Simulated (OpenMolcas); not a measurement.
# InPH6 (SMILES [PH3+][InH3-]): levels of theory compared

Aim: a comparison of 5 runs (HF/3-21G, PBE0/def2-SVP, TPSS/def2-SVP, r2SCAN/def2-SVP, revPBE/def2-SVP) of InPH6. 

Program for the calculation: OpenMolcas 26.06.

## (1) Starting point

InPH6: 8 atoms, total charge 0, spin state singlet. As SMILES, `[PH3+][InH3-]`. The In2–H8 distance was set to 2.597 Å, away from the relaxed value. At this shape a bond of the SMILES string is far longer than usual.

Bond lengths: P1–In2 2.782 Å, P1–H3 1.411 Å, P1–H4 1.411 Å, P1–H5 1.411 Å, In2–H6 1.731 Å, In2–H7 1.731 Å. Angles: P1–In2–H6 95.3°, P1–In2–H7 95.1°, In2–P1–H3 119.8°, In2–P1–H4 119.6°, In2–P1–H5 119.7°, H6–In2–H7 119.2°, H3–P1–H4 97.6°, H3–P1–H5 97.6°, H4–P1–H5 97.6°.

## (2) The energy at HF/3-21G (run 1)

The input, run.input:

```
>>> EXPORT MOLCAS_PRINT=2

&GATEWAY
 BasLib
 $CurrDir
 Coord
 8
 angstrom
 P       -0.335995       0.867066      -1.216104
 In       1.079305       0.704566       1.173296
 H       -1.740195       0.727266      -1.211304
 H       -0.061595      -0.051234      -2.251604
 H       -0.269495       2.044966      -1.990304
 H        0.280605       2.045266       1.922396
 H        2.633405       0.945166       0.449396
 H        0.307400      -1.708800       1.741800
 Basis
 3-21G
 Group
 NoSym

&SEWARD

&SCF
 Thresholds
 1e-10 1e-07 1e-07 1e-05
 PrOrbitals
 1 2
```

The basis set 3-21G is read from a file made from the Basis Set Exchange's data (not shown).

Started as:

```console
export MOLCAS_MEM=1860
pymolcas run.input > run.log
```

What it wrote:

```text
--- Start Module: gateway ---
[...]
--- Stop Module: gateway /rc=_RC_ALL_IS_WELL_ ---
--- Start Module: seward ---
[...]
      Basis functions           56
--- Stop Module: seward /rc=_RC_ALL_IS_WELL_ ---
--- Start Module: scf ---
[...]
       Convergence after  10 Iterations
[...]
::    Total SCF energy                              -6057.0750989844
[...]
      Total spin, S                                     0.0000000000
[...]
      Total electronic charge=   70.000000
      Total            charge=   -0.000000
[...]
      Dipole Moment (debye):
      Origin of the operator (angstrom)=    0.7554    0.7362    0.6306
                   X= -1.5480E+00               Y=  2.2726E+00               Z= -4.1801E+00           Total=  5.0034E+00
      Quadrupole Moment (debye*angstrom):
[...]
--- Stop Module: scf /rc=_RC_ALL_IS_WELL_ ---
[...]
```

Run time: 1.7 s. Hardware: 1 thread of Intel Xeon 6975P-C (Granite Rapids), shared host; peak memory 0.39 GiB.

## (3) The energy at PBE0/def2-SVP (core potential) (run 2)

The input, geom.xyz:

```xyz
8

P     -0.335995     0.867066    -1.216104
In     1.079305     0.704566     1.173296
H     -1.740195     0.727266    -1.211304
H     -0.061595    -0.051234    -2.251604
H     -0.269495     2.044966    -1.990304
H      0.280605     2.045266     1.922396
H      2.633405     0.945166     0.449396
H      0.307400    -1.708800     1.741800
```

The input, mol.inp:

```
&gateway
baslib=$CurrDir
coord=geom.xyz
basis=def2-SVP
group=NoSym
&seward
gridinput
Grid=UltraFine
End of Grid
&scf
ksdft=PBE0
thresholds=1e-10 1e-07 1e-07 1e-05
prorbitals=1 2
```

The basis set def2-SVP is read from a file made from the Basis Set Exchange's data (not shown).

Started as:

```console
export MOLCAS_MEM=1860
pymolcas mol.inp > mol.log
```

What it wrote:

```text
--- Start Module: gateway ---
[...]
--- Stop Module: gateway /rc=_RC_ALL_IS_WELL_ ---
--- Start Module: seward ---
[...]
      Basis functions           74
--- Stop Module: seward /rc=_RC_ALL_IS_WELL_ ---
[...]
--- Start Module: scf ---
[...]
       Convergence after  13 Iterations
[...]
::    Total KS-DFT energy                            -534.7291109791
[...]
      Total spin, S                                     0.0000000000
[...]
      Total electronic charge=   42.000000
      Total            charge=   -0.000000
[...]
      Dipole Moment (debye):
      Origin of the operator (angstrom)=    0.7554    0.7362    0.6306
                   X= -1.5335E+00               Y=  2.2353E+00               Z= -4.1303E+00           Total=  4.9404E+00
      Quadrupole Moment (debye*angstrom):
[...]
--- Stop Module: scf /rc=_RC_ALL_IS_WELL_ ---
[...]
```

Wall time 12 s (1 thread of Intel Xeon 6975P-C (Granite Rapids), shared host); peak memory 0.42 GiB.

Run 3 isn't shown in full; the table further down has it.

## (4) A single-point energy at r2SCAN/def2-SVP (core potential) (run 4)

The input, mol.input:

```
&gateway
 baslib=$CurrDir
 basisset
 P.def2-SVP....
 P1 -0.335995 0.867066 -1.216104 angstrom
 End of Basis
 basisset
 In.def2-SVP....
 In2 1.079305 0.704566 1.173296 angstrom
 End of Basis
 basisset
 H.def2-SVP....
 H3 -1.740195 0.727266 -1.211304 angstrom
 H4 -0.061595 -0.051234 -2.251604 angstrom
 H5 -0.269495 2.044966 -1.990304 angstrom
 H6 0.280605 2.045266 1.922396 angstrom
 H7 2.633405 0.945166 0.449396 angstrom
 H8 0.307400 -1.708800 1.741800 angstrom
 End of Basis

&seward
 gridinput
 Grid=UltraFine
 End of Grid

&scf
 ksdft=2
 1.0 MGGA_X_R2SCAN
 1.0 MGGA_C_R2SCAN
 thresholds=1e-10 1e-07 1e-07 1e-05
 prorbitals=1
```

The basis set def2-SVP is read from a file made from the Basis Set Exchange's data (not shown).

Started as:

```console
export MOLCAS_MEM=1860
pymolcas mol.input > mol.log
```

What it wrote:

```text
--- Start Module: gateway ---
[...]
--- Stop Module: gateway /rc=_RC_ALL_IS_WELL_ ---
--- Start Module: seward ---
[...]
      Basis functions           74
--- Stop Module: seward /rc=_RC_ALL_IS_WELL_ ---
[...]
--- Start Module: scf ---
[...]
       Convergence after  15 Iterations
[...]
::    Total KS-DFT energy                            -534.9072990361
[...]
      Total spin, S                                     0.0000000000
[...]
      Total electronic charge=   42.000000
      Total            charge=   -0.000000
[...]
      Dipole Moment (debye):
      Origin of the operator (angstrom)=    0.7554    0.7362    0.6306
                   X= -1.5622E+00               Y=  2.1959E+00               Z= -4.1471E+00           Total=  4.9458E+00
      Quadrupole Moment (debye*angstrom):
[...]
--- Stop Module: scf /rc=_RC_ALL_IS_WELL_ ---
[...]
```

It took 19 s on 1 thread of Intel Xeon 6975P-C (Granite Rapids), shared host; peak memory 0.43 GiB.

## (5) A single-point energy at revPBE/def2-SVP (core potential) (run 5)

The input, job.inp:

```
* H6InP Kohn-Sham DFT
>>> EXPORT MOLCAS_PRINT=2

&GATEWAY
  BasLib=$CurrDir
  BasisSet
  P.def2-SVP....
  P1 -0.335995 0.867066 -1.216104 angstrom
  End of Basis
  BasisSet
  In.def2-SVP....
  In2 1.079305 0.704566 1.173296 angstrom
  End of Basis
  BasisSet
  H.def2-SVP....
  H3 -1.740195 0.727266 -1.211304 angstrom
  H4 -0.061595 -0.051234 -2.251604 angstrom
  H5 -0.269495 2.044966 -1.990304 angstrom
  H6 0.280605 2.045266 1.922396 angstrom
  H7 2.633405 0.945166 0.449396 angstrom
  H8 0.307400 -1.708800 1.741800 angstrom
  End of Basis

&SEWARD
  GridInput
  Grid=UltraFine
  End of Grid

&SCF
  KSDFT=revPBE
  Thresholds=1e-10 1e-07 1e-07 1e-05
  PrOrbitals=1 2
```

The basis set def2-SVP is read from a file made from the Basis Set Exchange's data (not shown).

Started as:

```console
export MOLCAS_MEM=1860
pymolcas job.inp > job.log
```

What it wrote:

```text
--- Start Module: gateway ---
[...]
--- Stop Module: gateway /rc=_RC_ALL_IS_WELL_ ---
--- Start Module: seward ---
[...]
      Basis functions           74
--- Stop Module: seward /rc=_RC_ALL_IS_WELL_ ---
[...]
--- Start Module: scf ---
[...]
       Convergence after  17 Iterations
[...]
::    Total KS-DFT energy                            -534.8559477256
[...]
      Total spin, S                                     0.0000000000
[...]
      Total electronic charge=   42.000000
      Total            charge=   -0.000000
[...]
      Dipole Moment (debye):
      Origin of the operator (angstrom)=    0.7554    0.7362    0.6306
                   X= -1.5109E+00               Y=  2.1354E+00               Z= -4.0198E+00           Total=  4.7960E+00
      Quadrupole Moment (debye*angstrom):
[...]
--- Stop Module: scf /rc=_RC_ALL_IS_WELL_ ---
[...]
```

Wall time 14 s (1 thread of Intel Xeon 6975P-C (Granite Rapids), shared host); peak memory 0.42 GiB.

## (6) Overview of the runs

```tsv
run	level	integration grid	energy (Eh)	dipole moment (D)	HOMO energy (eV)	LUMO energy (eV)	wall time
1	HF/3-21G	–	-6057.075099	5.00	-8.36	2.05	1.7 s
2	PBE0/def2-SVP (core potential)	UltraFine	-534.729111	4.94	-6.23	-1.16	12 s
3	TPSS/def2-SVP (core potential)	UltraFine	-534.830175	4.88	-5.45	-1.89	23 s
4	r2SCAN/def2-SVP (core potential)	UltraFine	-534.907299	4.95	-5.50	-1.81	19 s
5	revPBE/def2-SVP (core potential)	UltraFine	-534.855948	4.80	-5.24	-1.90	14 s
```

## (7) Results

```
            quantity          value
 run 5: total energy  -534.85595 Eh
run 5: dipole moment         4.80 D
  run 5: HOMO energy       -5.24 eV
  run 5: LUMO energy       -1.90 eV
run 5: HOMO–LUMO gap        3.34 eV
```

The dipole moment (its size) runs from 4.80 D (revPBE/def2-SVP) to 5.00 D (HF/3-21G). The two ends differ in method and basis and core potential. The HOMO–LUMO gap runs from 3.34 eV (revPBE/def2-SVP) to 10.41 eV (HF/3-21G). Totals of different functionals can't be ranked against each other. Some runs of one species differ in core potentials or relativity; totals across that change don't compare. In run 1 relativity is left out where basis or elements ask for it. All runs together took 70 s, the longest 23 s.
